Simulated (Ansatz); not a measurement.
# AlFH6O3Si: the cost of one run

All numbers below are computed with Ansatz 0.2.0 (UKS B3LYP/STO-3G).

## 1. Starting point

Bond lengths: Al1–F2 2.110 Å, Al1–O3 1.634 Å, Al1–O4 1.627 Å, Al1–O6 2.178 Å, O6–Si7 1.610 Å, O3–H8 0.945 Å, O4–H9 0.943 Å, Si7–H10 1.465 Å, Si7–H11 1.464 Å, Si7–H12 1.466 Å. Angles (14 of 15 angles, heavy atoms first): F2–Al1–O3 113.0°, F2–Al1–O4 106.2°, F2–Al1–O6 69.0°, O3–Al1–O4 131.5°, O3–Al1–O6 112.2°, O4–Al1–O6 107.6°, Al1–O6–Si7 166.8°, Al1–O3–H8 148.6°, Al1–O4–H9 163.3°, O6–Si7–H10 109.6°, O6–Si7–H11 107.4°, O6–Si7–H12 105.6°, H10–Si7–H11 110.9°, H10–Si7–H12 111.4°.

Structure file:

```xyz
12

Al   -0.3735   -0.8503    1.1983
F     1.5071   -1.4206    0.4296
O    -0.2714   -0.0956    2.6441
O    -1.4461   -1.9273    0.6177
H     1.0333   -0.4961   -0.1761
O     0.2200    0.4433   -0.4510
Si    0.2962    1.4005   -1.7430
H     0.1940    0.4997    3.2118
H    -2.1453   -2.5561    0.5446
H    -0.4027    0.7676   -2.8643
H    -0.3364    2.6711   -1.3834
H     1.7248    1.5638   -2.0283
```

## 2. A restrained relaxation towards end A

Springs on the bonds that form and break draw the guess towards this end; the thresholds are loose.

input.yaml

```yaml
crystal:
  periodic: [false, false, false]
  atoms:
    - { symbol: Al, position_ang: [-0.3735, -0.8503, 1.1983] }
    - { symbol: F, position_ang: [1.5071, -1.4206, 0.4296] }
    - { symbol: O, position_ang: [-0.2714, -0.0956, 2.6441] }
    - { symbol: O, position_ang: [-1.4461, -1.9273, 0.6177] }
    - { symbol: H, position_ang: [1.0333, -0.4961, -0.1761] }
    - { symbol: O, position_ang: [0.22, 0.4433, -0.451] }
    - { symbol: Si, position_ang: [0.2962, 1.4005, -1.743] }
    - { symbol: H, position_ang: [0.194, 0.4997, 3.2118] }
    - { symbol: H, position_ang: [-2.1453, -2.5561, 0.5446] }
    - { symbol: H, position_ang: [-0.4027, 0.7676, -2.8643] }
    - { symbol: H, position_ang: [-0.3364, 2.6711, -1.3834] }
    - { symbol: H, position_ang: [1.7248, 1.5638, -2.0283] }
magnetization:
  spin_polarized: true
basis:
  gaussian: { orbitals: STO-3G }
hamiltonian:
  xc: b3lyp
relax:
  f_tol: 0.15
  max_steps: 25
  restrain:
    - { distance: [0, 5], at: 3.17, k: 30.0 }
    - { distance: [4, 1], at: 2.18, k: 30.0 }
    - { distance: [0, 1], at: 1.78, k: 30.0 }
    - { distance: [4, 5], at: 0.97, k: 30.0 }
output:
  orbitals: {}
```

Run with:

```
$ ansatz run input.yaml --threads 1 --pin off --max-ram 2048MiB --backend cpu --events-out ev --progress --plain --runs-dir out
```

What time and memory should one allow on 1 thread of Intel Xeon Platinum 8375C at 2.90GHz (Ice Lake), shared host?

About 56 s, with a peak of 0.19 GiB.
